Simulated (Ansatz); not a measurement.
The system is TaV.

```
Ta V
1.0
     1.60670   -2.30777    0.00000
     1.60670    2.30777    0.00000
     0.00000    0.00000    4.34136
Ta V
1 1
Direct
  0.00000 0.00000 0.00000
  0.50000 0.50000 0.50000
```

The cell comes from a database or a generator and needn't be the stable form of this composition.

Base run:

```yaml
Program: Ansatz 0.2.0
Functional: PBE
Potentials_or_basis: Ansatz PAW
Cutoff: "420 eV (not typed: the program's choice for these potentials)"
k_mesh: 8 × 8 × 5
Occupations: fermi-dirac, width 0.05 eV
Spin: collinear spin, ferromagnetic start
Starting_moments: "[0.0, 3.0] μB"
Fixed_moment: 3 μB
```

Its results: pressure 11.2 GPa; site moments Ta +0.39; V +1.87 μB.

Task: After a change of settings the same cell gave: pressure 18.6 GPa; site moments Ta +0.64; V +2.33 μB. Which change was it?
A. fixed moment from 3 μB to 2.5 μB; moments at the start from [0.0, 3.0] to [0.0, 2.5]
B. fixed moment from 3 μB to 4 μB; moments at the start from [0.0, 3.0] to [0.0, 4.0]
C. fixed moment from 3 μB to 1 μB; moments at the start from [0.0, 3.0] to [0.0, 1.0]
D. fixed moment from 3 μB to 2 μB; moments at the start from [0.0, 3.0] to [0.0, 2.0]

Result: B.

Caveats: the total moment is fixed, so each spin has its own Fermi level; the thresholds are loose for stress.
